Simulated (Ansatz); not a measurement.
**InClF2: basis-set convergence**

One table from this session's results is given with a row withheld; the runs are named, their logs left out.

The runs use Ansatz 0.2.0, Gaussian basis; one geometry, several basis sets.

The runs, in order: PBE0-D4/def2-SVP; ωB97M-V/def2-SVP; PBE0-D4/def2-QZVPP; ωB97M-V/def2-QZVPP; the functionals' def2-TZVPP values are taken from earlier runs.

## The relaxed structure

The geometry comes from an earlier relaxation with PBE0-D4 in a triple-zeta def2 set; it is a stationary point. In takes the def2 core potential; no spin-orbit term is included.

SMILES `[F][In]([F])[Cl]`, 4 atoms, charge 0, spin multiplicity 1.

Atoms are counted from 1 here; the program's logs count them from 0.

Bond lengths: F1–In2 1.923 Å, In2–F3 1.923 Å, In2–Cl4 2.277 Å. Angles: F1–In2–F3 114.8°, F1–In2–Cl4 122.6°, F3–In2–Cl4 122.6°.

Set-up of the first run:

in.yaml reads:

```yaml
crystal:
  periodic: [false, false, false]
  atoms:
    - {symbol: F, position_ang: [0.588226, 0.614614, 1.749615]}
    - {symbol: In, position_ang: [0.046707, -0.040452, 0.025051]}
    - {symbol: F, position_ang: [0.831502, -1.720726, -0.482148]}
    - {symbol: Cl, position_ang: [-1.410935, 1.086263, -1.312818]}
basis:
  gaussian: {orbitals: def2-SVP}
hamiltonian: {xc: pbe0, dispersion: d4}
output: {orbitals: {seedname: orbitals}}
```

Among the steps run: PBE0-D4 in def2-SVP; ωB97M-V in def2-SVP; PBE0-D4 in def2-QZVPP; ωB97M-V in def2-QZVPP.

One of the session's tables, all rows but one given; the rest of the session is left out.

It belongs to the step «Functionals by basis». 

```
functional       basis  HOMO (eV)  LUMO (eV)
   PBE0-D4    def2-SVP      -9.75      -3.02
   PBE0-D4  def2-TZVPP      -9.90      -3.18
   PBE0-D4  def2-QZVPP      -9.92      -3.22
   ωB97M-V    def2-SVP          ?          ?
   ωB97M-V  def2-TZVPP     -12.20      -1.16
   ωB97M-V  def2-QZVPP     -12.23      -1.29
```

Q: Estimate the row for ωB97M-V, def2-SVP from the others.

**Answer.** HOMO (eV): -11.99; LUMO (eV): -0.92. In the column «HOMO (eV)» it lies between ωB97M-V, def2-TZVPP (-12.20) and PBE0-D4, def2-QZVPP (-9.92).
